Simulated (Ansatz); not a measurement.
# C2H4SSi: how energies converge with the basis set

An exercise on one series of results from a longer session: the logs are not shown, and one member is left open.

Computed with Ansatz 0.2.0, Gaussian basis. Level: one geometry, several basis sets.

The runs, in order: PBE0-D4/def2-SVP; ωB97M-V/def2-SVP; PBE0-D4/def2-QZVPP; ωB97M-V/def2-QZVPP; the functionals' def2-TZVPP values are taken from earlier runs.

**The geometry**

All runs share one geometry, relaxed beforehand with PBE0-D4 in a triple-zeta def2 set.

SMILES `C#CS[SiH3]`, 8 atoms, charge 0, spin multiplicity 1.

Atoms are counted from 1 here; the program's logs count them from 0.

Bond lengths: C1–C2 1.204 Å, C1–H5 1.064 Å, C2–S3 1.681 Å, S3–Si4 2.155 Å, Si4–H6 1.481 Å, Si4–H7 1.481 Å, Si4–H8 1.484 Å. Angles: C2–C1–H5 179.9°, C1–C2–S3 178.5°, C2–S3–Si4 96.2°, S3–Si4–H6 109.8°, S3–Si4–H7 109.8°, S3–Si4–H8 104.6°, H6–Si4–H7 110.4°, H6–Si4–H8 111.0°, H7–Si4–H8 111.0°.

The first run:

Input file in.yaml:

```yaml
crystal:
  periodic: [false, false, false]
  atoms:
    - {symbol: C, position_ang: [2.057261, 1.117593, 0.061528]}
    - {symbol: C, position_ang: [1.392362, 0.167774, 0.387945]}
    - {symbol: S, position_ang: [0.498418, -1.173926, 0.865310]}
    - {symbol: Si, position_ang: [-1.325018, -0.606223, -0.132703]}
    - {symbol: H, position_ang: [2.646286, 1.955975, -0.225797]}
    - {symbol: H, position_ang: [-1.810822, 0.686152, 0.404281]}
    - {symbol: H, position_ang: [-1.088749, -0.503642, -1.591550]}
    - {symbol: H, position_ang: [-2.277738, -1.701005, 0.175286]}
basis:
  gaussian: {orbitals: def2-SVP}
hamiltonian: {xc: pbe0, dispersion: d4}
output: {orbitals: {seedname: orbitals}}
```

On the command line:

```console
$ ansatz run in.yaml --threads 2 --pin off --events-out ev --progress --plain --max-ram 4352MiB
```

Among the steps run: PBE0-D4 in def2-SVP; ωB97M-V in def2-SVP; PBE0-D4 in def2-QZVPP; ωB97M-V in def2-QZVPP.

One of the session's tables, all rows but one given; the rest of the session is left out.

It belongs to the step «Density functionals: the series». 

| functional | basis | HOMO (eV) | LUMO (eV) |
| --- | --- | --- | --- |
| PBE0-D4 | def2-SVP | ? | ? |
| PBE0-D4 | def2-TZVPP | -6.97 | -0.33 |
| PBE0-D4 | def2-QZVPP | -6.99 | -0.43 |
| ωB97M-V | def2-SVP | -8.97 | 2.02 |
| ωB97M-V | def2-TZVPP | -9.07 | 1.48 |
| ωB97M-V | def2-QZVPP | -9.09 | 1.13 |

**Question.** Estimate the row for PBE0-D4, def2-SVP.

The run gave: HOMO (eV): -6.91; LUMO (eV): -0.04. In the column «HOMO (eV)» it is the highest.
